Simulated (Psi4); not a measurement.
# GeHCl3 (SMILES [Cl][GeH]([Cl])[Cl]), step by step, part 2 of 2

Psi4 1.11. The steps go on from the part before.

**5. The doublet anion: a single-point energy at UMP2/def2-SVPD (density fitting, density fitting for correlation) (run 4)**

File job.py:

```python
import psi4

psi4.set_memory(1600000000)
psi4.set_num_threads(1)
psi4.core.set_output_file('output.dat', False)

m = psi4.geometry("""
-1 2
Cl    -1.187669    -0.011268     1.717812
Ge     0.104810     0.093132     0.006926
Cl     1.130777    -1.782524    -0.187556
Cl    -1.102922     0.393873    -1.742203
H      1.096312     1.222557     0.163480
units angstrom
symmetry c1
""")

options = {'basis': 'def2-SVPD', 'reference': 'uhf', 'num_frozen_docc': 24}
psi4.set_options(options)

e = psi4.energy('mp2')
print('E =', round(e, 9))
```

On the command line:

```bash
$ python job.py
```

output.dat:

```text
[...]
  Running in c1 symmetry.
[...]
  Nuclear repulsion =  554.078476742694761
[...]
  Multiplicity = 2
[...]
  Nalpha       = 43
  Nbeta        = 42
[...]
    Number of basis functions: 127
[...]
   @DF-UHF iter   1: -3452.79123278533598   -2.93021e+00   1.66982e-02 DIIS/ADIIS
[...]
   @DF-UHF iter  17: -3453.85979107802723   -1.40972e-11   3.28598e-09 DIIS
[...]
   @S^2 Observed:                7.600838110E-01
[...]
    Orbital Energies [Eh]
    ---------------------
    Alpha Occupied:
       1A   -405.072519     2A   -104.619450     3A   -104.619437
       4A   -104.619436     5A    -52.000390     6A    -46.098944
       7A    -46.098944     8A    -46.097577     9A    -10.381909
      10A    -10.381908    11A    -10.381906    12A     -7.857887
      13A     -7.857880    14A     -7.857879    15A     -7.853228
      16A     -7.853227    17A     -7.853225    18A     -7.853214
      19A     -7.853214    20A     -7.853208    21A     -7.064417
      22A     -5.036966    23A     -5.036966    24A     -5.033219
      25A     -1.513569    26A     -1.513568    27A     -1.507567
      28A     -1.505773    29A     -1.505773    30A     -0.947594
      31A     -0.911558    32A     -0.911557    33A     -0.561422
      34A     -0.392598    35A     -0.378392    36A     -0.378391
[...]
  @DF-UHF Final Energy: -3453.85979107802723
   => Energetics <=
    Nuclear Repulsion Energy =            554.0784767426947610
    One-Electron Energy =               -5922.1008451089246591
    Two-Electron Energy =                1914.1625772882025558
    Total Energy =                      -3453.8597910780272287
  UHF NO Occupations:
  HONO-2 :   41  A 1.9987909
  HONO-1 :   42  A 1.9986798
[...]
 Multipole Moments:
 ------------------------------------------------------------------------------------
     Multipole            Electronic (a.u.)      Nuclear  (a.u.)        Total (a.u.)
 ------------------------------------------------------------------------------------
 L = 1.  Multiply by 2.5417464519 to convert [e a0] to [Debye]
 Dipole X            :          1.2618924           -0.8645608            0.3973316
 Dipole Y            :          1.4374105           -0.9848207            0.4525898
 Dipole Z            :          0.1991840           -0.1364451            0.0627389
 Magnitude           :                                                    0.6055131
[...]
```

Standard output:

```text
E = -3454.548351036
```

It took 4.8 s on 1 thread of Intel Xeon 6975P-C (Granite Rapids), shared host; peak memory 0.29 GiB.

**6. The doublet anion: a geometry optimisation at UMP2/def2-SVPD (density fitting, density fitting for correlation) (run 5)**

File cl3geh.xyz:

```xyz
5
Cl3GeH
Cl    -1.187669    -0.011268     1.717812
Ge     0.104810     0.093132     0.006926
Cl     1.130777    -1.782524    -0.187556
Cl    -1.102922     0.393873    -1.742203
H      1.096312     1.222557     0.163480
```

File job.py:

```python
import psi4

psi4.set_memory(1600000000)
psi4.set_num_threads(1)
psi4.set_output_file('psi4.out', False)

with open('cl3geh.xyz') as f:
    atoms = ''.join(f.readlines()[2:])
m = psi4.geometry('-1 2\n' + atoms + 'symmetry c1')

psi4.set_options(dict(basis='def2-SVPD', reference='uhf', geom_maxiter=50, num_frozen_docc=24))

E, wfn = psi4.optimize('mp2', return_wfn=True)
print(f'total energy {E:.8f} hartree = {E * 27.211386:.5f} eV')
print(m.to_string(dtype='xyz', units='Angstrom'))
for k, v in sorted(psi4.core.scalar_variables().items()):
    print(f'{k:45s} {v:18.10f}')
```

On the command line:

```bash
$ python job.py
```

psi4.out:

```text
[...]
  Running in c1 symmetry.
[...]
  Nuclear repulsion =  554.078476742694761
[...]
  Multiplicity = 2
[...]
  Nalpha       = 43
  Nbeta        = 42
[...]
    Number of basis functions: 127
[...]
   @DF-UHF iter   1: -3452.79123278533598   -2.93021e+00   1.66982e-02 DIIS/ADIIS
[...]
	Warning: cc_lambda option is changed to TRUE
	For this residual convergence, default PCG convergence is:     1.00e-07
[...]
	DF-SCS-MP2 Total Energy (a.u.)     : -3454.50949009812120
	DF-SOS-MP2 Total Energy (a.u.)     : -3454.49005963375703
[...]
	Warning: cc_lambda option is changed to TRUE
	For this residual convergence, default PCG convergence is:     1.00e-07
[...]
   @DF-UHF iter  12: -3453.93648902486620    1.81899e-12   4.58431e-11 DIIS
[...]
   @S^2 Observed:                7.638897001E-01
[...]
  @DF-UHF Final Energy: -3453.93648902486620
   => Energetics <=
    Nuclear Repulsion Energy =            497.7717310336069545
    One-Electron Energy =               -5808.9752407078831311
    Two-Electron Energy =                1857.2670206494101421
    Total Energy =                      -3453.9364890248662050
  UHF NO Occupations:
  HONO-2 :   41  A 1.9980929
  HONO-1 :   42  A 1.9974371
[...]
 Multipole Moments:
 ------------------------------------------------------------------------------------
     Multipole            Electronic (a.u.)      Nuclear  (a.u.)        Total (a.u.)
 ------------------------------------------------------------------------------------
 L = 1.  Multiply by 2.5417464519 to convert [e a0] to [Debye]
 Dipole X            :         -0.3640916            0.5115757            0.1474841
 Dipole Y            :         -0.4147342            0.5827314            0.1679972
 Dipole Z            :         -0.0574941            0.0808055            0.0233115
 Magnitude           :                                                    0.2247622
[...]
	DF-SCS-MP2 Total Energy (a.u.)     : -3454.57293451080068
	DF-SOS-MP2 Total Energy (a.u.)     : -3454.55578989757578
	DF-SCS(N)-MP2 Total Energy (a.u.)  : -3454.27854401407058
[...]
	DF-MP2 Total Energy (a.u.)         : -3454.60722373725002
[...]
    Final optimized geometry and variables:
    Molecular point group: c1
    Full point group: C1
    Geometry (in Angstrom), charge = -1, multiplicity = 2:
    CL          -0.998859791897     0.464427780557     2.085352257991
    GE           0.071183874978     0.081086577178     0.011231797716
    CL           1.716851454395    -1.610320669699    -0.146476190772
    CL          -0.899599158287     0.939021527733    -1.967533710897
    H            1.080157621984     1.230410870918     0.170522857634
[...]
```

The script printed:

```text
Optimizer: Optimization complete!
total energy -3454.60722374 hartree = -94004.65064 eV
5
-1 2 Cl3GeH
Cl                   -0.998859791897     0.464427780557     2.085352257991
Ge                    0.071183874978     0.081086577178     0.011231797716
Cl                    1.716851454395    -1.610320669699    -0.146476190772
Cl                   -0.899599158287     0.939021527733    -1.967533710897
H                     1.080157621984     1.230410870918     0.170522857634

CURRENT CORRELATION ENERGY                         -0.6707347124
CURRENT ENERGY                                  -3454.6072237373
CURRENT REFERENCE ENERGY                        -3453.9364890249
DD SOLVATION ENERGY                                 0.0000000000
HF KINETIC ENERGY                                3453.2566057103
HF POTENTIAL ENERGY                             -6907.1930947352
HF TOTAL ENERGY                                 -3453.9364890249
HF VIRIAL RATIO                                     2.0001968818
MP2 CORRELATION ENERGY                             -0.6707347124
MP2 DOUBLES ENERGY                                 -0.6707347124
MP2 OPPOSITE-SPIN CORRELATION ENERGY               -0.4763852867
MP2 SAME-SPIN CORRELATION ENERGY                   -0.1943494257
MP2 SINGLES ENERGY                                  0.0000000000
MP2 TOTAL ENERGY                                -3454.6072237373
NUCLEAR REPULSION ENERGY                          497.7717310336
ONE-ELECTRON ENERGY                             -5808.9752407079
OPTIMIZATION ITERATIONS                             9.0000000000
PCM POLARIZATION ENERGY                             0.0000000000
PE ENERGY                                           0.0000000000
SCF ITERATION ENERGY                            -3453.9364890249
SCF ITERATIONS                                     12.0000000000
SCF TOTAL ENERGY                                -3453.9364890249
SCS(N)-MP2 CORRELATION ENERGY                      -0.3420549892
SCS(N)-MP2 TOTAL ENERGY                         -3454.2785440141
SCS-MP2 CORRELATION ENERGY                         -0.6364454859
SCS-MP2 TOTAL ENERGY                            -3454.5729345108
SOS-MP2 CORRELATION ENERGY                         -0.6193008727
SOS-MP2 TOTAL ENERGY                            -3454.5557898976
TWO-ELECTRON ENERGY                              1857.2670206494
```

Wall time 1.7 min (1 thread of Intel Xeon 6975P-C (Granite Rapids), shared host); peak memory 0.8 GiB.

The path in brief:

```
step  energy from the first frame kept (eV)  largest force (eV/Å)
   0                                 0.0000                3.1933
   1                                -0.9432                1.4191
   2                                -1.2813                0.4872
   3                                -1.4125                0.7206
   4                                -1.5280                0.8073
   5                                -1.5906                0.3685
   6                                -1.6018                0.0629
   7                                -1.6020                0.0114
   8                                -1.6020                0.0021
```

After the run. Bond lengths: Cl1–Ge2 2.365 Å, Ge2–Cl3 2.365 Å, Ge2–Cl4 2.365 Å, Ge2–H5 1.538 Å. Angles: Cl1–Ge2–Cl3 119.3°, Cl1–Ge2–Cl4 119.3°, Cl3–Ge2–Cl4 119.3°, Cl1–Ge2–H5 94.9°, Cl3–Ge2–H5 94.9°, Cl4–Ge2–H5 94.9°.

**7. Results**

This closing draws on all 2 parts.

| quantity | value |
| --- | --- |
| run 1, MP2/def2-SVPD: total energy at the end | -3454.56444 Eh |
| run 1, MP2/def2-SVPD: correlation energy (24 core orbitals frozen) | -660.3 mEh |
| doublet cation, run 2: total energy | -3454.12855 Eh |
| doublet cation, run 2: HOMO energy (Hartree–Fock orbitals) (highest over α and β) | -16.67 eV |
| doublet cation, run 2: LUMO energy (Hartree–Fock orbitals) (lowest over α and β) | -11.37 eV |
| doublet cation, run 2: correlation energy (24 core orbitals frozen) | -668.9 mEh |
| doublet cation, run 2: ⟨S²⟩ of the reference determinant | 0.787 |
| doublet cation, run 3: total energy at the end | -3454.13234 Eh |
| doublet cation, run 3: HOMO energy (Hartree–Fock orbitals) (highest over α and β) | -16.58 eV |
| doublet cation, run 3: LUMO energy (Hartree–Fock orbitals) (lowest over α and β) | -11.06 eV |
| doublet cation, run 3: correlation energy (24 core orbitals frozen) | -668.1 mEh |
| doublet cation, run 3: ⟨S²⟩ of the reference determinant | 0.787 |
| doublet anion, run 4: total energy | -3454.54835 Eh |
| doublet anion, run 4: HOMO energy (Hartree–Fock orbitals) (highest over α and β) | 0.47 eV |
| doublet anion, run 4: LUMO energy (Hartree–Fock orbitals) (lowest over α and β) | 5.35 eV |
| doublet anion, run 4: correlation energy (24 core orbitals frozen) | -688.6 mEh |
| doublet anion, run 4: ⟨S²⟩ of the reference determinant | 0.760 |
| doublet anion, run 5: total energy at the end | -3454.60722 Eh |
| doublet anion, run 5: HOMO energy (Hartree–Fock orbitals) (highest over α and β) | -3.96 eV |
| doublet anion, run 5: LUMO energy (Hartree–Fock orbitals) (lowest over α and β) | 4.62 eV |
| doublet anion, run 5: correlation energy (24 core orbitals frozen) | -670.7 mEh |
| doublet anion, run 5: ⟨S²⟩ of the reference determinant | 0.764 |
| adiabatic electron affinity (to the doublet anion, no zero-point term) | 1.164 eV |
| adiabatic ionisation energy (to the doublet cation, no zero-point term) | 11.758 eV |

The adiabatic electron affinity (to the doublet anion, no zero-point term) is 1.16 eV (27 kcal/mol). The adiabatic ionisation energy (to the doublet cation, no zero-point term) is 11.76 eV (271 kcal/mol). The optimisation (run 1, MP2/def2-SVPD) took 4 steps and changed the energy by -0.014 eV. The optimisation (doublet cation, run 3) took 5 steps and changed the energy by -0.103 eV. The HOMO (doublet anion, run 4) lies at positive energy, 0.47 eV: the electron is unbound at this level or held by a compact basis; values depend on the basis. The optimisation (doublet anion, run 5) took 9 steps and changed the energy by -1.602 eV.
